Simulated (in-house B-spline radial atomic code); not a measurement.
# In³³⁺: binding energies from hole states

Wanted: ΔSCF binding energies of In³³⁺.

Method: Dirac-Hartree-Fock, average of configuration, Fermi nucleus, basis-set limit. Code: in-house B-spline radial atomic code version 1.

### Step 1. The atom as given

```
element       : indium (Z = 49)
charge        : +33
electrons     : 16
configuration : [Ne] 3s2 3p4
Hamiltonian   : Dirac-Coulomb
nucleus       : Fermi, rms radius 4.616 fm
```

The outer shells:

[Ne] 3s2 3p4
```
[Ne] core
3s [↑↓]
3p [↑↓][↑ ][↑ ]
```

The boxes draw the filling by Hund's rule, which heavy ions in jj coupling don't follow; these runs average over all states of the configuration.

The run's settings:

```ini
Z = 49
electrons = 16.0
configuration = [Ne] 3s2 3p4
hamiltonian = dirac
method = hf
spin_polarised = False
nucleus = fermi
rms_radius = 4.6156
mass_number = 115
atomic_mass = 114.903878772
speed_of_light = 137.035999084
```

From the earlier run of the reference: total energy -5035.628132 hartree. Levels, eight at most:

```
orbital  occupation  energy (eV)  <r> (bohr)
  1s1/2           2     -29896.5     0.02970
  2s1/2           2     -6022.45      0.1262
  2p1/2           2     -5734.59      0.1070
  2p3/2           4     -5517.93      0.1120
  3s1/2           2     -2268.22      0.3129
  3p1/2     1.33333     -2165.12      0.2992
  3p3/2     2.66667     -2113.75      0.3069
```

### Step 2. The 1s hole

Settings: those of step 1 with these lines changed.

```diff
@@ -1,4 +1,4 @@
 Z = 49
-electrons = 16.0
-configuration = [Ne] 3s2 3p4
+electrons = 15.0
+configuration = 1s1 2s2 2p6 3s2 3p4
 hamiltonian = dirac
```

Results of the run (chosen fields of its result record, rounded):

```text
{
  "status": "converged",
  "iterations": 8,
  "energy [hartree]": {"total": -3937.99507497, "kinetic": 4155.98983618, "nuclear": -8645.45980809, "coulomb": 615.075097421, "exact_exchange": -63.6002004811},
  "breit [hartree]": {"gaunt": 1.726217, "retardation": -0.2167475, "frequency_dependence": -0.02003828},
  "qed [hartree]": {"self_energy": 1.840972, "uehling": -0.2310425, "wichmann_kroll": 0.004604087},
  "recoil [hartree]": 0.01546862,
  "total_with_corrections [hartree]": -3934.8756414,
  "orbitals [hartree, bohr; first row names the columns]": [
    ["name", "occ", "eps", "<r>"],
    ["1s1/2", 1.0, -1128.4566, 0.029596],
    ["2s1/2", 2.0, -230.15083, 0.12433],
    ["2p1/2", 2.0, -221.16967, 0.1048],
    ["2p3/2", 4.0, -212.63508, 0.10982],
    ["3s1/2", 2.0, -87.360527, 0.30695],
    ["3p1/2", 1.3333, -83.898297, 0.29201],
    ["3p3/2", 2.6667, -81.86129, 0.29972]
  ],
  "sum_r [bohr^k]": {"-1": 176.4395, "1": 2.729599, "2": 0.7447293},
  "energy_minus_base [hartree]": 1097.63306,
  "energy_minus_base_with_corrections [hartree]": 1094.29914
}
```

It took 0.24 s on 1 thread, shared host.

energy_minus_base is the energy less that of the reference run.

### Step 3. The 2s hole

Settings: those of step 2 with these lines changed.

```diff
@@ -2,3 +2,3 @@
 electrons = 15.0
-configuration = 1s1 2s2 2p6 3s2 3p4
+configuration = 1s2 2s1 2p6 3s2 3p4
 hamiltonian = dirac
```

Result record:

```text
{
  "status": "converged",
  "iterations": 8,
  "energy [hartree]": {"total": -4814.53000981, "kinetic": 5088.39584117, "nuclear": -10502.1576324, "coulomb": 684.540486246, "exact_exchange": -85.308704837},
  "breit [hartree]": {"gaunt": 3.906339, "retardation": -0.3758221, "frequency_dependence": -0.03864749},
  "qed [hartree]": {"self_energy": 2.957719, "uehling": -0.3806497, "wichmann_kroll": 0.007588964},
  "recoil [hartree]": 0.01723044,
  "total_with_corrections [hartree]": -4808.4362512,
  "orbitals [hartree, bohr; first row names the columns]": [
    ["name", "occ", "eps", "<r>"],
    ["1s1/2", 2.0, -1107.4307, 0.0297],
    ["2s1/2", 1.0, -228.0523, 0.12597],
    ["2p1/2", 2.0, -217.2415, 0.10624],
    ["2p3/2", 4.0, -209.14511, 0.11119],
    ["3s1/2", 2.0, -86.772026, 0.30848],
    ["3p1/2", 1.3333, -83.252638, 0.2943],
    ["3p3/2", 2.6667, -81.29009, 0.30183]
  ],
  "sum_r [bohr^k]": {"-1": 214.3324, "1": 2.65686, "2": 0.7388373},
  "energy_minus_base [hartree]": 221.098123,
  "energy_minus_base_with_corrections [hartree]": 220.738533
}
```

Wall time 0.24 s (1 thread, shared host).

### Step 4. The 2p1/2 hole

In configurations, a minus sign after the shell means j = l − 1/2 and a plus sign j = l + 1/2; the count of electrons follows.

Settings: those of step 3 with these lines changed.

```diff
@@ -2,3 +2,3 @@
 electrons = 15.0
-configuration = 1s2 2s1 2p6 3s2 3p4
+configuration = 1s2 2s2 2p-1 2p+4 3s2 3p4
 hamiltonian = dirac
```

Result record:

```text
{
  "status": "converged",
  "iterations": 8,
  "energy [hartree]": {"total": -4825.17063304, "kinetic": 5101.05053782, "nuclear": -10516.2806231, "coulomb": 675.785320045, "exact_exchange": -85.7258677963},
  "breit [hartree]": {"gaunt": 3.748421, "retardation": -0.350471, "frequency_dependence": -0.03722324},
  "qed [hartree]": {"self_energy": 3.128545, "uehling": -0.4008065, "wichmann_kroll": 0.007984798},
  "recoil [hartree]": 0.01793991,
  "total_with_corrections [hartree]": -4819.05624326,
  "orbitals [hartree, bohr; first row names the columns]": [
    ["name", "occ", "eps", "<r>"],
    ["1s1/2", 2.0, -1108.9979, 0.029675],
    ["2s1/2", 2.0, -227.821, 0.12535],
    ["2p1/2", 1.0, -218.66938, 0.10728],
    ["2p3/2", 4.0, -210.1958, 0.11095],
    ["3s1/2", 2.0, -86.949872, 0.30833],
    ["3p1/2", 1.3333, -83.247764, 0.29322],
    ["3p3/2", 2.6667, -81.421534, 0.30135]
  ],
  "sum_r [bohr^k]": {"-1": 214.6207, "1": 2.672371, "2": 0.7415815},
  "energy_minus_base [hartree]": 210.457499,
  "energy_minus_base_with_corrections [hartree]": 210.118541
}
```

Wall time 0.23 s (1 thread, shared host).

### Step 5. The 2p3/2 hole

Settings: those of step 4 with these lines changed.

```diff
@@ -2,3 +2,3 @@
 electrons = 15.0
-configuration = 1s2 2s2 2p-1 2p+4 3s2 3p4
+configuration = 1s2 2s2 2p-2 2p+3 3s2 3p4
 hamiltonian = dirac
```

Result record:

```text
{
  "status": "converged",
  "iterations": 7,
  "energy [hartree]": {"total": -4833.13163923, "kinetic": 5126.18579522, "nuclear": -10551.5593054, "coulomb": 678.328179067, "exact_exchange": -86.086308133},
  "breit [hartree]": {"gaunt": 3.858366, "retardation": -0.3503311, "frequency_dependence": -0.02945422},
  "qed [hartree]": {"self_energy": 3.113349, "uehling": -0.4013087, "wichmann_kroll": 0.007995826},
  "recoil [hartree]": 0.01787474,
  "total_with_corrections [hartree]": -4826.91514672,
  "orbitals [hartree, bohr; first row names the columns]": [
    ["name", "occ", "eps", "<r>"],
    ["1s1/2", 2.0, -1108.437, 0.029679],
    ["2s1/2", 2.0, -227.68551, 0.12539],
    ["2p1/2", 2.0, -218.15536, 0.10608],
    ["2p3/2", 3.0, -210.14308, 0.1099],
    ["3s1/2", 2.0, -86.926946, 0.30841],
    ["3p1/2", 1.3333, -83.357189, 0.29393],
    ["3p3/2", 2.6667, -81.340492, 0.30288]
  ],
  "sum_r [bohr^k]": {"-1": 215.3407, "1": 2.668434, "2": 0.740916},
  "energy_minus_base [hartree]": 202.496493,
  "energy_minus_base_with_corrections [hartree]": 202.259638
}
```

It took 0.21 s on 1 thread, shared host.

### Step 6. The 3s hole

Settings: those of step 5 with these lines changed.

```diff
@@ -2,3 +2,3 @@
 electrons = 15.0
-configuration = 1s2 2s2 2p-2 2p+3 3s2 3p4
+configuration = 1s2 2s2 2p6 3s1 3p4
 hamiltonian = dirac
```

Result record:

```text
{
  "status": "converged",
  "iterations": 7,
  "energy [hartree]": {"total": -4952.29844665, "kinetic": 5240.30358345, "nuclear": -10826.6287836, "coulomb": 726.853160564, "exact_exchange": -92.8264071123},
  "breit [hartree]": {"gaunt": 4.085675, "retardation": -0.3857002, "frequency_dependence": -0.0375286},
  "qed [hartree]": {"self_energy": 3.077237, "uehling": -0.3954773, "wichmann_kroll": 0.00788178},
  "recoil [hartree]": 0.01780782,
  "total_with_corrections [hartree]": -4945.92855103,
  "orbitals [hartree, bohr; first row names the columns]": [
    ["name", "occ", "eps", "<r>"],
    ["1s1/2", 2.0, -1102.6385, 0.029699],
    ["2s1/2", 2.0, -224.71413, 0.1262],
    ["2p1/2", 2.0, -214.31256, 0.1069],
    ["2p3/2", 4.0, -206.32805, 0.11189],
    ["3s1/2", 1.0, -86.186295, 0.31072],
    ["3p1/2", 1.3333, -82.142278, 0.29706],
    ["3p3/2", 2.6667, -80.219884, 0.30469]
  ],
  "sum_r [bohr^k]": {"-1": 220.9543, "1": 2.49245, "2": 0.6596055},
  "energy_minus_base [hartree]": 83.3296857,
  "energy_minus_base_with_corrections [hartree]": 83.2462336
}
```

Run time: 0.23 s. Hardware: 1 thread, shared host.

Radial density 4πr²n(r) and radial functions P(r) = rR(r):

```
r (bohr)      4πr²n    3s1/2    3p3/2
 0.00185      4.209   0.2272   0.0058
 0.00259      7.341   0.2991   0.0110
 0.00362      12.40   0.3869   0.0206
 0.00506      20.14   0.4889   0.0385
 0.00708      30.97   0.5969   0.0709
 0.00990      44.06   0.6909   0.1279
  0.0138      56.35   0.7345   0.2233
  0.0194      63.18   0.6703   0.3795
  0.0271      60.85   0.4320   0.6032
  0.0379      54.68  -0.0239   0.8837
  0.0530      57.67  -0.6355   1.1400
  0.0742      71.02  -1.1439   1.1881
   0.104      69.57  -1.0942   0.7675
   0.145      42.17  -0.1788  -0.2207
   0.203      23.07   1.2548  -1.4385
   0.284      22.21   2.0628  -2.0242
   0.397      11.46   1.5681  -1.5129
   0.556      1.614   0.5751  -0.5801
   0.777    0.04191   0.0869  -0.0963
    1.09  0.0001012   0.0038  -0.0049
```

Clear maxima of the radial density (full grid of the record): 0.019, 0.088 bohr.

X-ray form factor of the spherical density:

```
sinθ/λ (1/Å)  f (electrons)
           0         15.000
         0.1         14.952
         0.2         14.808
         0.3         14.574
         0.4         14.258
         0.6         13.423
         0.8         12.404
           1         11.310
         1.4          9.245
         1.8          7.640
         2.5          5.859
           4          3.489
           6          1.765
```

### Step 7. The 3p hole

Settings: those of step 6 with these lines changed.

```diff
@@ -2,3 +2,3 @@
 electrons = 15.0
-configuration = 1s2 2s2 2p6 3s1 3p4
+configuration = 1s2 2s2 2p6 3s2 3p3
 hamiltonian = dirac
```

Result record:

```text
{
  "status": "converged",
  "iterations": 7,
  "energy [hartree]": {"total": -4957.34859112, "kinetic": 5248.68843188, "nuclear": -10838.0818814, "coulomb": 726.370779486, "exact_exchange": -94.3259211144},
  "breit [hartree]": {"gaunt": 4.066094, "retardation": -0.3787776, "frequency_dependence": -0.03601131},
  "qed [hartree]": {"self_energy": 3.116859, "uehling": -0.4004234, "wichmann_kroll": 0.007978926},
  "recoil [hartree]": 0.01803471,
  "total_with_corrections [hartree]": -4950.95483745,
  "orbitals [hartree, bohr; first row names the columns]": [
    ["name", "occ", "eps", "<r>"],
    ["1s1/2", 2.0, -1102.8572, 0.029696],
    ["2s1/2", 2.0, -224.93157, 0.12601],
    ["2p1/2", 2.0, -214.42581, 0.10688],
    ["2p3/2", 4.0, -206.43807, 0.11187],
    ["3s1/2", 2.0, -85.907275, 0.31098],
    ["3p1/2", 1.0, -82.379792, 0.29691],
    ["3p3/2", 2.0, -80.463955, 0.30447]
  ],
  "sum_r [bohr^k]": {"-1": 221.1881, "1": 2.500444, "2": 0.6638585},
  "energy_minus_base [hartree]": 78.2795412,
  "energy_minus_base_with_corrections [hartree]": 78.2199472
}
```

It took 0.21 s on 1 thread, shared host.

### Step 8. What the holes cost

| hole | ΔSCF (eV) | with Breit, QED, recoil (eV) | −ε of the parent (eV) | −ε less ΔSCF (eV) |
| --- | --- | --- | --- | --- |
| 1s | 29868.1 | 29777.4 | 29896.5 | 28.37 |
| 2s | 6016.39 | 6006.60 | 6022.45 | 6.06 |
| 2p1/2 | 5726.84 | 5717.62 | 5734.59 | 7.75 |
| 2p3/2 | 5510.21 | 5503.77 | 5517.93 | 7.72 |
| 3s | 2267.52 | 2265.25 | 2268.22 | 0.70 |
| 3p | 2130.09 | 2128.47 | - | - |

What this shows: Relaxation of the remaining electrons brings each binding energy under −ε, by 28.4 eV for 1s and 0.70 eV for 3s. The spin-orbit splitting of the 2p hole is 213.85 eV with those corrections. Two partly filled shells share a symmetry and can mix in the average, which may lower the energy, in these hole states: 2p1/2; 2p3/2. A dash stands where an open shell is averaged over j, so that no single parent level belongs to the hole. Values are for the free ion, measured from the vacuum level.
